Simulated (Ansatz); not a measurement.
# PtS2, space group P-3m1: a projected density of states

Computed with Ansatz's Python interface.

Run as a notebook:

**Cell 1**
```python
import ansatz
import numpy as np
```

**Cell 2**
```python
pts2 = (
    ansatz.Lattice.from_parameters(3.5432, 3.5432, 5.0388, alpha=90, beta=90, gamma=120)
    .space_group(164)
    .atom("Pt", [0.0, 0.0, 0.0])
    .atom("S", [1 / 3, 2 / 3, 0.227])
)
```

**Cell 3**
```python
len(pts2.resolved().sites)
```
Output:
```text
3
```

**Cell 4**
```python
model = pts2.calculation()
model = model.basis(20 * ansatz.Ha)
model = model.kpoints(mesh=(9, 9, 6))
model = model.occupations(ansatz.OccupationsMethod.FERMI_DIRAC, width=0.15)
model = model.accuracy("medium").scf(tolerance=1e-08, extra_bands=12, algorithm="density_mixing")
model = model.functional("PBE", dispersion="d3bj").density_of_states(projected=True, method="smearing", broadening_width=0.15, energy_step=0.1)
done = model.run(threads=1, pin="off")
data = done.report
```

**Cell 5**
```python
done.unlabelled_reasons
```
Output:
```text
['no_forces']
```

**Cell 6**
```python
dos = done.density_of_states()
energy = np.asarray(dos.energies_ev) - dos.fermi_ev
curves = {}
for site in done.projected_density_of_states().sites:
    for shell in site.shells:
        weight = sum(np.sum(curve.g_bin_mean_per_ev, axis=0) for curve in shell.curves)
        name = f"{site.species} {shell.label}"
        curves[name] = curves.get(name, 0) + weight
```

**Cell 7**
```python
print("E-EF   " + " ".join(f"{name:>8s}" for name in curves))
for e in np.arange(-8, 6 + 0.1, 1.0):
    print(f"{e:5.1f}  " + " ".join(f"{np.interp(e, energy, g):8.3f}" for g in curves.values()))
```
Output:
```text
E-EF      Pt 5S    Pt 6S    Pt 5P    Pt 5D     S 3S     S 3P
 -8.0     0.003    0.112    0.000    0.243    0.024    0.433
 -7.0     0.002    0.061    0.008    2.126    0.050    1.712
 -6.0     0.003    0.094    0.004    0.749    0.167    0.988
 -5.0     0.001    0.061    0.010    2.768    0.236    1.828
 -4.0     0.000    0.006    0.001    0.810    0.005    0.155
 -3.0     0.000    0.021    0.005    0.657    0.051    0.971
 -2.0     0.000    0.015    0.008    0.913    0.052    1.932
 -1.0     0.000    0.003    0.002    0.138    0.014    0.541
  0.0     0.000    0.000    0.000    0.000    0.000    0.000
  1.0     0.000    0.004    0.001    0.603    0.106    1.052
  2.0     0.000    0.002    0.000    0.472    0.045    1.049
  3.0     0.000    0.000    0.000    0.000    0.000    0.000
  4.0     0.000    0.000    0.000    0.000    0.000    0.000
  5.0     0.009    0.351    0.000    0.034    0.033    0.284
  6.0     0.008    0.421    0.000    0.022    0.075    0.254
```

Notes:
- These settings explore the input space; cutoff and mesh may be short of convergence.
- Spin is left out of this run.
- Along an axis with an odd division the mesh misses the point at one half; a gap read on a finite mesh is an upper bound on this functional's gap.
- Semilocal gaps usually lie well under measured ones.
- An opening on this mesh may only mean that it misses a point where bands touch.
- The crystal has a gap of about 0.99 eV on the mesh; any density of states at or just above the Fermi level is the tail of the broadening.
- Spin-orbit coupling, which matters for elements this heavy, is left out.
- The starting cell is as deposited in a crystallographic database; the results hold for this polymorph, which needn't be the stable one.
- Curves are summed over the cell's atoms. Only shells that the potentials hold have channels, so projections don't add up to the total, least of all where a shell is missing (p of most metals); heights and places of peaks move with the mesh.
- The density of states is complete only as far up as bands were computed.
- Run time: 7.5 s on 1 thread of Intel(R) Xeon(R) Platinum 8259CL CPU @ 2.50GHz (Skylake/Cascade Lake), with other jobs on the host, peak memory 0.47 GiB.

(Lines on the test bed's own set-up are left out of the output.)
